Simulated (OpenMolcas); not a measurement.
**CH5BFNO (SMILES COB(N)F): a chain of runs**

We compute the energy (HF/ANO-R0), then a single-point energy (CASSCF(2,2)/ANO-R1), then the energy along one coordinate (CASPT2(2,2)/ANO-R1), then the energy along one coordinate (SC-NEVPT2(2,2)/ANO-R1), then the energy along one coordinate (MC-PDFT[tPBE](2,2)/ANO-R1) of CH5BFNO. 

The results are computed with OpenMolcas 26.06.

**1. The structure to begin with**

CH5BFNO has 10 atoms, charge 0, and is taken as a singlet. SMILES: `COB(N)F`. Geometry: relaxed at PBE0-D4/def2-TZVP. This is one conformer, not always the lowest.

Bond lengths: C1–O2 1.405 Å, O2–B3 1.359 Å, B3–N4 1.405 Å, B3–F5 1.338 Å, C1–H6 1.096 Å, C1–H7 1.096 Å, C1–H8 1.090 Å, N4–H9 1.003 Å, N4–H10 1.004 Å. Some angles: C1–O2–B3 120.8°, O2–B3–N4 125.0°, O2–B3–F5 116.2°, N4–B3–F5 118.8°, O2–C1–H6 111.5°, O2–C1–H7 111.5°, O2–C1–H8 108.0°, B3–N4–H9 124.2°, B3–N4–H10 121.4°, H6–C1–H7 109.0°.

**2. A single-point energy at HF/ANO-R0 (sfX2C) (run 1)**

input.xyz reads:

```xyz
10

C     -1.333500     0.263000    -0.477800
O     -0.091800     0.111300    -1.118500
B      1.035100    -0.141800    -0.402100
N      1.089100    -0.275300     0.995100
F      2.166400    -0.269400    -1.105200
H     -1.324800     1.107400     0.220800
H     -1.619300    -0.645300     0.064900
H     -2.085400     0.457300    -1.242600
H      0.293200    -0.194900     1.599400
H      1.953900    -0.463200     1.468800
```

step1.inp reads:

```
&GATEWAY
  COORD=input.xyz
  BASIS=ANO-R0
  GROUP=NoSym

&SEWARD

&SCF
  PRORBITALS=0

&LOCALISATION
  OCCUPIED
  FREEZE
  PIPEK-MEZEY

&LOCALISATION
  FILEORB=$Project.LocOrb
  VIRTUAL
  PIPEK-MEZEY
```

Started as:

```bash
export MOLCAS_MEM=1860
pymolcas step1.inp > step1.log
```

The program printed:

```text
--- Start Module: gateway ---
[...]
--- Stop Module: gateway /rc=_RC_ALL_IS_WELL_ ---
[...]
      Basis functions           30
[...]
       Convergence after  11 Iterations
[...]
::    Total SCF energy                               -293.8232577771
[...]
      Total spin, S                                     0.0000000000
[...]
      Total electronic charge=   40.000000
      Total            charge=   -0.000000
[...]
      Dipole Moment (debye):
      Origin of the operator (angstrom)=    0.6169   -0.0692   -0.4281
                   X= -7.3588E-01               Y= -5.4818E-02               Z=  2.0072E+00           Total=  2.1386E+00
      Quadrupole Moment (debye*angstrom):
[...]
--- Start Module: localisation ---
[...]
--- Stop Module: localisation /rc=_RC_ALL_IS_WELL_ ---
--- Start Module: localisation ---
[...]
--- Stop Module: localisation /rc=_RC_ALL_IS_WELL_ ---
[...]
```

It took 2.2 s on 1 thread of Intel Xeon 6975P-C (Granite Rapids), shared host; peak memory 0.38 GiB.

**3. The energy at CASSCF(2,2)/ANO-R1 (sfX2C, RICD fitting) (run 2)**

input.xyz is that of step 2.

step2.input reads:

```
&GATEWAY
  Coord = input.xyz
  Basis = ANO-R0
  Group = NoSym

&SEWARD

&RASSCF
  FileOrb = $CurrDir/step1.LocOrb
  Alter = 2
  1 8 20
  1 21 26
  Spin = 1
  Nactel = 2 0 0
  Inactive = 19
  Ras2 = 2
  OrbListing = Nothing
>>> COPY $Project.RunFile RUNFIL1
>>> COPY $Project.RasOrb INPORB

&GATEWAY
  Coord = input.xyz
  Basis = ANO-R1
  Group = NoSym
  RICD

&SEWARD
>>> COPY $Project.RunFile RUNFIL2

&EXPBAS

&RASSCF
  FileOrb = $Project.ExpOrb
  Spin = 1
  Nactel = 2 0 0
  Inactive = 19
  Ras2 = 2
  OrbListing = Nothing
  OrbAppear = Compact
```

Started as:

```bash
export MOLCAS_MEM=1860
pymolcas step2.input > step2.log
```

The program printed:

```text
--- Start Module: gateway ---
[...]
      Basis functions           30
[...]
      Number of active orbitals                  2
[...]
      Spin quantum number                      0.0
[...]
      Active orbitals                            2
[...]
      Number of CSFs                             3
[...]
      Number of root(s) required                 1
[...]
      Convergence after 13 iterations
[...]
      printout of CI-coefficients larger than  0.05 for root  1
      energy=    -293.836674
      conf/sym  11     Coeff  Weight
             1  20   0.99544 0.99090
             3  02  -0.09539 0.00910
      Natural orbitals and occupation numbers for root  1
      sym 1:   1.981801   0.018199
      ************************************************************************************************************************
      *                                                    Final results                                                     *
[...]
::    RASSCF root number  1 Total energy:   -293.83667401
[...]
      Basis functions           95
[...]
      Convergence after 13 iterations
[...]
      Natural orbitals and occupation numbers for root  1
      sym 1:   1.983847   0.016153
      ************************************************************************************************************************
      *                                                    Final results                                                     *
[...]
::    RASSCF root number  1 Total energy:   -294.67907312
[...]
      Total electronic charge=   40.000000
      Total            charge=   -0.000000
[...]
      Dipole Moment (debye):
      Origin of the operator (angstrom)=    0.6169   -0.0692   -0.4281
                   X= -1.8563E+00               Y=  4.2565E-02               Z=  3.0293E+00           Total=  3.5531E+00
      Quadrupole Moment (debye*angstrom):
[...]
```

Wall time 6.9 s (1 thread of Intel Xeon 6975P-C (Granite Rapids), shared host); peak memory 0.38 GiB.

**4. The energy along one coordinate at CASPT2(2,2)/ANO-R1 (sfX2C, RICD fitting, ipea shift 0.25 Eh, pt2 variant SS) (run 3)**

step3.inp reads:

```
>>> COPY $CurrDir/step2.RasOrb $Project.RasOrb
>>> ForEach K in (1, 2, 3, 4, 5, 6, 7, 8, 9)
&GATEWAY
Coord = $CurrDir/point$K.xyz
Basis = ANO-R1
Group = NoSym
RICD
&SEWARD
&RASSCF
FileOrb = $Project.RasOrb
Spin = 1
Nactel = 2 0 0
Inactive = 19
Ras2 = 2
OrbListing = Nothing
OrbAppear = Compact
&CASPT2
Imaginary = 0.2
Frozen = 5
>>> EndDo
```

Started as:

```bash
export MOLCAS_MEM=1860
pymolcas step3.inp > step3.log
```

The program printed:

```text
[...]
      Basis functions           95
[...]
      Number of active orbitals                  2
[...]
      Spin quantum number                      0.0
[...]
      Active orbitals                            2
[...]
      Number of CSFs                             3
[...]
      Number of root(s) required                 1
[...]
      Convergence after 10 iterations
[...]
      printout of CI-coefficients larger than  0.05 for root  1
      energy=    -294.667043
      conf/sym  11     Coeff  Weight
             1  20   0.99723 0.99446
             3  02  -0.07443 0.00554
      Natural orbitals and occupation numbers for root  1
      sym 1:   1.988921   0.011079
      ************************************************************************************************************************
      *                                                    Final results                                                     *
[...]
::    RASSCF root number  1 Total energy:   -294.66704327
[...]
::    CASPT2 Root  1     Total energy:   -295.43376909
[...]
      Convergence after 11 iterations
[...]
      Natural orbitals and occupation numbers for root  1
      sym 1:   1.983820   0.016180
      ************************************************************************************************************************
      *                                                    Final results                                                     *
[...]
      Convergence after 11 iterations
[...]
      Convergence after 12 iterations
[...]
      Convergence after 10 iterations
[...]
::    RASSCF root number  1 Total energy:   -294.49065054
[...]
::    CASPT2 Root  1     Total energy:   -295.24221195
[...]
      Convergence after  9 iterations
[...]
::    RASSCF root number  1 Total energy:   -294.48132876
[...]
      Reference weight:           0.82956
[...]
::    CASPT2 Root  1     Total energy:   -295.22947155
[...]
```

It took 47 s on 1 thread of Intel Xeon 6975P-C (Granite Rapids), shared host; peak memory 0.082 GiB.

The scan, from its lowest point:

```csv
H9–N4 (Å),energy (kJ/mol)
0.902,31.4
1.003,0.0
1.103,18.3
1.253,88.8
1.454,206.6
1.704,340.2
2.005,455.3
2.406,534.4
3.008,567.8
```

**5. The energy along one coordinate at SC-NEVPT2(2,2)/ANO-R1 (sfX2C, RICD fitting, pt2 variant SC-NEVPT2) (run 4)**

step4.input reads:

```
* CH5BFNO NEVPT2
>>> COPY $CurrDir/step2.RasOrb $Project.RasOrb
>>> ForEach K in (1, 2, 3, 4, 5, 6, 7, 8, 9)

&GATEWAY
  COORD=$CurrDir/point$K.xyz
  BASIS=ANO-R1
  GROUP=NoSym
  RICD

&SEWARD

&RASSCF
  FILEORB=$Project.RasOrb
  SPIN=1
  NACTEL=2 0 0
  INACTIVE=19
  RAS2=2
  ORBLISTING=Nothing
  ORBAPPEAR=Compact

&CASPT2
  SC-NEVPT2
  FROZEN=5
>>> EndDo
```

Started as:

```bash
export MOLCAS_MEM=1860
pymolcas step4.input > step4.log
```

The program printed:

```text
--- Start Module: gateway ---
[...]
      Basis functions           95
[...]
      Number of active orbitals                  2
[...]
      Spin quantum number                      0.0
[...]
      Active orbitals                            2
[...]
      Number of CSFs                             3
[...]
      Number of root(s) required                 1
[...]
      Convergence after 10 iterations
[...]
      printout of CI-coefficients larger than  0.05 for root  1
      energy=    -294.667043
      conf/sym  11     Coeff  Weight
             1  20   0.99723 0.99446
             3  02  -0.07443 0.00554
      Natural orbitals and occupation numbers for root  1
      sym 1:   1.988921   0.011079
      ************************************************************************************************************************
      *                                                    Final results                                                     *
[...]
::    RASSCF root number  1 Total energy:   -294.66704327
[...]
::    SC-NEVPT2 Root  1     Total energy:   -295.43124648
[...]
      Convergence after 11 iterations
[...]
      Natural orbitals and occupation numbers for root  1
      sym 1:   1.983820   0.016180
      ************************************************************************************************************************
      *                                                    Final results                                                     *
[...]
      Convergence after 11 iterations
[...]
      Convergence after 12 iterations
[...]
      Convergence after 10 iterations
[...]
::    RASSCF root number  1 Total energy:   -294.49065054
[...]
::    SC-NEVPT2 Root  1     Total energy:   -295.23812900
[...]
      Convergence after  9 iterations
[...]
::    RASSCF root number  1 Total energy:   -294.48132876
[...]
::    SC-NEVPT2 Root  1     Total energy:   -295.22564827
[...]
```

Run time: 43 s. Hardware: 1 thread of Intel Xeon 6975P-C (Granite Rapids), shared host; peak memory 0.082 GiB.

The scan, from its lowest point:

```
H9–N4 (Å)  energy (kJ/mol)
    0.902             33.0
    1.003              0.0
    1.103             17.1
    1.253             86.3
    1.454            204.1
    1.704            340.3
    2.005            459.2
    2.406            540.0
    3.008            572.8
```

**6. An energy scan at MC-PDFT[tPBE](2,2)/ANO-R1 (sfX2C, RICD fitting) (run 5)**

step5.inp reads:

```
* CH5BFNO MC-PDFT
>>> COPY $CurrDir/step2.RasOrb $Project.RasOrb
>>> ForEach K in (1, 2, 3, 4, 5, 6, 7, 8, 9)

&GATEWAY
  Coord = $CurrDir/point$K.xyz
  Basis = ANO-R1
  Group = NoSym
  RICD

&SEWARD

&RASSCF
  FileOrb = $Project.RasOrb
  Spin = 1
  Nactel = 2 0 0
  Inactive = 19
  Ras2 = 2
  OrbListing = Nothing
  OrbAppear = Compact

&MCPDFT
  KSDFT = T:PBE
>>> EndDo
```

Started as:

```bash
export MOLCAS_MEM=1860
pymolcas step5.inp > step5.log
```

The program printed:

```text
--- Start Module: gateway ---
[...]
      Basis functions           95
[...]
      Number of active orbitals                  2
[...]
      Spin quantum number                      0.0
[...]
      Active orbitals                            2
[...]
      Number of CSFs                             3
[...]
      Number of root(s) required                 1
[...]
      Convergence after 10 iterations
[...]
      printout of CI-coefficients larger than  0.05 for root  1
      energy=    -294.667043
      conf/sym  11     Coeff  Weight
             1  20   0.99723 0.99446
             3  02  -0.07443 0.00554
      Natural orbitals and occupation numbers for root  1
      sym 1:   1.988921   0.011079
      ************************************************************************************************************************
      *                                                    Final results                                                     *
[...]
::    RASSCF root number  1 Total energy:   -294.66704327
[...]
::    MCPDFT root number  1 Total energy:   -295.82466647
[...]
      Convergence after 11 iterations
[...]
      Natural orbitals and occupation numbers for root  1
      sym 1:   1.983820   0.016180
      ************************************************************************************************************************
      *                                                    Final results                                                     *
[...]
      Convergence after 11 iterations
[...]
      Convergence after 12 iterations
[...]
      Convergence after 10 iterations
[...]
::    RASSCF root number  1 Total energy:   -294.49065054
[...]
::    MCPDFT root number  1 Total energy:   -295.62602287
[...]
      Convergence after  9 iterations
[...]
::    RASSCF root number  1 Total energy:   -294.48132876
[...]
::    MCPDFT root number  1 Total energy:   -295.61196835
[...]
```

Wall time 49 s (1 thread of Intel Xeon 6975P-C (Granite Rapids), shared host); peak memory 0.082 GiB.

The scan, from its lowest point:

| H9–N4 (Å) | energy (kJ/mol) |
| --- | --- |
| 0.902 | 32.7 |
| 1.003 | 0.0 |
| 1.103 | 16.7 |
| 1.253 | 85.0 |
| 1.454 | 201.9 |
| 1.704 | 339.2 |
| 2.005 | 464.2 |
| 2.406 | 554.3 |
| 3.008 | 591.2 |

**7. Summary of results**

```
                                                   quantity          value
                             run 1, HF/ANO-R0: total energy  -293.82326 Eh
                            run 1, HF/ANO-R0: dipole moment         2.14 D
                              run 1, HF/ANO-R0: HOMO energy      -11.61 eV
                              run 1, HF/ANO-R0: LUMO energy        4.83 eV
                            run 1, HF/ANO-R0: HOMO–LUMO gap       16.44 eV
                    run 2, CASSCF(2,2)/ANO-R1: total energy  -294.67907 Eh
  run 2, CASSCF(2,2)/ANO-R1: dipole moment (CASSCF density)         3.55 D
       run 3, CASPT2(2,2)/ANO-R1: lowest energy of the scan  -295.44574 Eh
    run 4, SC-NEVPT2(2,2)/ANO-R1: lowest energy of the scan  -295.44380 Eh
run 5, MC-PDFT[tPBE](2,2)/ANO-R1: lowest energy of the scan  -295.83714 Eh
```

Mulliken charges (run 1, HF/ANO-R0) run from -0.74 on C1 to +0.54 on B3; they depend strongly on the basis.
